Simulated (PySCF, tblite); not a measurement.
**C5H13FSSi2: geometry, infrared bands and NMR shifts**

Wanted: the infrared bands and NMR shifts of C5H13FSSi2 (`C=C[SiH2][C@](F)(C[SiH3])SC`), by calculation.

The runs use tblite 0.8.0 and PySCF 2.14.0, with density-fitted response routines of our own; the level of theory stands in each step. All values are computed, except where a source is named. Atoms count from 0, in the outputs and in this text.

**1. The starting structure**

22 atoms, charge 0, multiplicity 1; geometry from: force field or distance geometry start.

Bonds of the start (Å): C0–C1 1.34, C1–Si2 1.82, Si2–C3 1.87, C3–F4 1.42, C3–C5 1.50, C5–Si6 1.86, C3–S7 1.79, S7–C8 1.82, C0–H9 1.07, C0–H10 1.08, C1–H11 1.09, Si2–H12 1.46, Si2–H13 1.49, C5–H14 1.10, C5–H15 1.13, Si6–H16 1.45, Si6–H17 1.48, Si6–H18 1.48, C8–H19 1.09, C8–H20 1.11, C8–H21 1.12.

**2. Optimising the geometry with GFN2-xTB**

What the job is given:

```
{"job": {"kind": "relax", "xc": "GFN2-xTB", "basis": "xTB"}, "charge": 0, "multiplicity": 1}
C      3.675300    -0.091100     0.579900
C      2.408100    -0.022300     0.999600
Si     1.168400     0.922300     0.061700
C     -0.480700     0.053400    -0.064900
F     -1.131100     0.350100     1.158600
C     -0.325000    -1.436800    -0.100200
Si    -1.945900    -2.341800    -0.209600
S     -1.531800     0.716300    -1.354300
C     -2.011900     2.408100    -0.874100
H      4.024800     0.390000    -0.308800
H      4.355600    -0.667500     1.187500
H      2.140100    -0.545000     1.918900
H      1.639800     1.196000    -1.298000
H      0.974600     2.203200     0.801900
H      0.272000    -1.723800    -0.977800
H      0.218900    -1.793700     0.825000
H     -2.458600    -2.397100    -1.564900
H     -1.709000    -3.709300     0.305200
H     -2.897500    -1.688900     0.715800
H     -2.458300     2.979700    -1.693500
H     -1.143300     2.930100    -0.429000
H     -2.795000     2.287500    -0.080800
```

Command:

```
$ OMP_NUM_THREADS=1 python probes_run.py task.json out
```

This one command runs all jobs of the session in turn.

**Question.** This job is followed by: GFN2-xTB harmonic vibrations, gas phase; GIAO PBE0/pcSseg-1 NMR shielding, non-relativistic, gas phase. What will the session give for the following? strongest single infrared mode (GFN2-xTB); zero-point energy (GFN2-xTB); ¹³C shifts against TMS (PBE0/pcSseg-1); ¹H shifts against TMS (PBE0/pcSseg-1, means over atoms taken as alike); ²⁹Si shifts against TMS (PBE0/pcSseg-1); ¹⁹F shifts against CFCl3 (PBE0/pcSseg-1); ³³S shifts against CS2 (PBE0/pcSseg-1).

**Answer**, as computed:

| quantity | value |
| --- | --- |
| strongest single infrared mode (GFN2-xTB) | 795 cm⁻¹, 352 km/mol |
| zero-point energy (GFN2-xTB) | 97.8 kcal/mol |
| ¹³C shifts against TMS (PBE0/pcSseg-1) | 146.3, 139.6, 105.9, 21.6, 16.6 ppm |
| ¹H shifts against TMS (PBE0/pcSseg-1, means over atoms taken as alike) | 6.61, 6.50, 6.30, 4.98, 4.36, 4.04, 2.36, 1.78, 1.23 ppm |
| ²⁹Si shifts against TMS (PBE0/pcSseg-1) | -33.7, -85.4 ppm |
| ¹⁹F shifts against CFCl3 (PBE0/pcSseg-1) | -186.8 ppm |
| ³³S shifts against CS2 (PBE0/pcSseg-1) | 47 ppm |

**Reading.** Relaxing lowered the energy by 0.459 eV in 99 steps; the close pair that moved most is Si2–C3, from 1.868 to 1.933 Å. No mode is imaginary among the 60: a minimum at this level. The strongest single mode, at 795 cm⁻¹, is spread over several atoms, H17, H16, H18 among them. GFN2-xTB is a fitted tight-binding method: band positions and strengths are rough. Its intensities can rank the bands wrongly. The most deshielded carbon is C0 (terminal =CH2 carbon), at 146.3 ppm: an sp2 carbon of a C=C bond. At PBE0/pcSseg-1: Shielding is most anisotropic at S7 (span 433 ppm, paramagnetic term -603 ppm).
